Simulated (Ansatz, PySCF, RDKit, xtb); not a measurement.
**CH3AlI: from the formula to a structure**

Task: start from the formula CH3AlI (odd number of electrons), draw up candidate structures, narrow them down in stages, and characterise the one that lies lowest at 298.15 K.

The funnel: GFN2-xTB relaxations, single points with a density functional, relaxations at r2SCAN-D4/def2-SVP, harmonic vibrations, and a last energy at a higher level. All values are calculated.

6 further runs of the same task are left out: 1 that didn't finish, 5 set aside as unsound or not needed.

## (1) Candidates

All bonding patterns within simple valence rules are listed by program: one Lewis structure each, at most two rings and one unusual centre or charged pair. O–O, O–halogen and N–halogen bonds and N–N–N chains are not drawn. That gives 4 candidates.

| label | SMILES | spin |
| --- | --- | --- |
| c642 | [CH2][AlH][I] | doublet |
| c708 | [AlH][CH2]I | doublet |
| c793 | [CH3][Al][I] | doublet |
| c958 | [AlH2][CH]I | doublet |

Candidates are built by distance geometry, with a force field where one applies, in up to four conformers (letters a to d). 10 starts with atoms placed at random are added, to find patterns that the rules miss.

Q: Predict the outcome of this search (final energies at CCSD(T)/def2-SVP + MP2/def2-TZVPP - MP2/def2-SVP).

| quantity | value |
| --- | --- |
| lowest structure found | [CH3][Al][I], doublet, Cs |
| next finalist | [CH2][AlH][I], doublet, 15.9 kcal/mol higher in G |
| share at equilibrium, among the finalists | 100.0 % |
| harmonic wavenumbers, lowest and highest (r2SCAN-D4/def2-SVP) | 61 and 3149 cm⁻¹ |
| rotational constants, same geometry | 0.6719, 0.0583, 0.0542 cm⁻¹ |
| dipole moment (PBE0/def2-TZVPD) | 2.03 D |
| HOMO energy (highest over α and β) (PBE0/def2-TZVPD) | -5.74 eV |
| LUMO energy (lowest over α and β) (PBE0/def2-TZVPD) | -2.64 eV |
| lowest excitation (TD-B3LYP/def2-SVPD) | 2.40 eV (f = 0.025) |
| strongest of the states computed, same level | 4.40 eV (f = 0.060) |
| vertical ionisation energy (to the singlet cation) | 7.65 eV |
| vertical electron affinity | 1.19 eV |
| vertical quartet less doublet | +4.58 eV |

`[CH3][Al][I]` comes out lowest. The margin of 15.9 kcal/mol over the next finalist is beyond the usual error of the last level; it says nothing of structures that weren't ranked. GFN2-xTB, HF/STO-3G, r2SCAN-D4/def2-SVP, r2SCAN-D4/def2-SVP, relaxed, HF/def2-SVP and MP2/def2-SVP already put its bonding pattern lowest among the structures in one piece. Spin-orbit coupling, which matters for elements this heavy, is left out. The stability test raises a flag; for an open shell a flag towards a general spinor solution can be the free rotation of the spin. The search is not exhaustive (a finite list of starts, one conformer a finalist), so a lower isomer can't be ruled out. Patterns outside the rules of the enumeration were met only by chance.
